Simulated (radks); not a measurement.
**In³⁺ in [Ar] 3d10 4s2 4p5.75 4d10 5d0.25: an all-electron calculation**

An exercise on one series of results from a longer session: the logs are not shown, and one member is left open.

Method: scalar-relativistic Kohn-Sham, exchange-only B88, spin-unpolarised, spherical densities, point nucleus. Code: radks (a radial shooting solver on a logarithmic mesh, Libxc functionals) version 1.

### The system

```
element       : indium (Z = 49)
charge        : +3
electrons     : 46
configuration : [Ar] 3d10 4s2 4p5.75 4d10 5d0.25
```

Set-up of the first run:

Input:

```text
Z 49
configuration [Ar] 3d10 4s2 4p5.75 4d10 5d0.25 5s0 5p0
relativity scalar-relativistic
functional b88,
spin unpolarised
nucleus point
c 137.035999084
```

One table of the session follows, with a row left open; its other results are not shown here.

It belongs to the step «Shells». Sizes of the orbitals, from the radial functions (bohr):

| level | <r> | outermost maximum (interpolated) | 90 % within | nodes |
| --- | --- | --- | --- | --- |
| 1s | 0.02971 | 0.0192 | 0.0534 | 0 |
| 2s | 0.1285 | 0.109 | 0.199 | 1 |
| 2p | 0.1122 | 0.0869 | 0.183 | 0 |
| 3s | 0.3487 | 0.316 | 0.513 | 2 |
| 3p | 0.3472 | 0.309 | 0.522 | 1 |
| 3d | 0.3243 | 0.258 | 0.512 | 0 |
| 4s | 0.8462 | 0.769 | 1.23 | 3 |
| 4p | ? | ? | ? | ? |
| 4d | 1.142 | 0.925 | 1.77 | 1 |
| 5s | 2.213 | 1.97 | 3.19 | 4 |
| 5p | 2.609 | 2.30 | 3.79 | 3 |
| 5d | 3.743 | 3.34 | 5.45 | 2 |

**Question.** Estimate the row for 4p.

The run gave: <r>: 0.9179; outermost maximum (interpolated): 0.815; 90 % within: 1.35; nodes: 2. In the column «<r>» it lies between 4s (0.8462) and 4d (1.142).
